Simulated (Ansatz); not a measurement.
**Si2H3F2 radical: basis-set convergence**

How large a basis does Si2H3F2 radical need? Two functionals are run in growing sets.

Computed with Ansatz 0.2.0, Gaussian basis. Level: one geometry, several basis sets.

Levels to be run: PBE0-D4/def2-SVP; ωB97M-V/def2-SVP; PBE0-D4/def2-QZVPP; ωB97M-V/def2-QZVPP; the functionals' def2-TZVPP values are taken from earlier runs.

### Step 1. Structure used throughout

An earlier PBE0-D4 in a triple-zeta def2 set relaxation fixed the geometry.

SMILES `F[SiH][SiH2]F`, 7 atoms, charge 0, spin multiplicity 2.

Atoms are counted from 1 here; the program's logs count them from 0.

Bond lengths: F1–Si2 1.611 Å, Si2–Si3 2.353 Å, Si2–H5 1.492 Å, Si3–F4 1.605 Å, Si3–H6 1.487 Å, Si3–H7 1.484 Å. Angles: F1–Si2–Si3 108.9°, F1–Si2–H5 107.0°, Si3–Si2–H5 115.3°, Si2–Si3–F4 106.6°, Si2–Si3–H6 114.6°, Si2–Si3–H7 109.6°, F4–Si3–H6 107.4°, F4–Si3–H7 108.8°, H6–Si3–H7 109.6°.

### Step 2. PBE0-D4 in def2-SVP

Input file in.yaml:

```yaml
crystal:
  periodic: [false, false, false]
  atoms:
    - {symbol: F, position_ang: [-0.102399, 0.895087, -2.234009]}
    - {symbol: Si, position_ang: [0.853242, 0.580119, -0.976403]}
    - {symbol: Si, position_ang: [-0.370199, -0.631459, 0.627407]}
    - {symbol: F, position_ang: [0.694399, -1.186323, 1.692174]}
    - {symbol: H, position_ang: [1.400144, 1.887110, -0.507298]}
    - {symbol: H, position_ang: [-1.372756, 0.171173, 1.376970]}
    - {symbol: H, position_ang: [-1.041130, -1.783708, -0.024542]}
basis:
  gaussian: {orbitals: def2-SVP}
magnetization: {spin_polarized: true, initial_magnetization: 1}
hamiltonian: {xc: pbe0, dispersion: d4}
output: {orbitals: {seedname: orbitals}}
```

Command:

```console
$ ansatz run in.yaml --threads 4 --pin off --events-out ev --progress --plain --max-ram 10444MiB
```

Further steps of the session: ωB97M-V in def2-SVP; PBE0-D4 in def2-QZVPP; ωB97M-V in def2-QZVPP.

**Question.** What will the summary of the whole plan be? Wanted: PBE0-D4: double and triple zeta above quadruple; ωB97M-V: double and triple zeta above quadruple.

**Answer**, as computed:

| quantity | value |
| --- | --- |
| PBE0-D4: double and triple zeta above quadruple | 13.65, 0.86 eV |
| ωB97M-V: double and triple zeta above quadruple | 13.73, 0.81 eV |

In words: PBE0-D4 gains 12.79 eV from double to triple zeta, then 0.86 eV more. Total energies overstate the basis error of differences, where much of it tends to cancel.
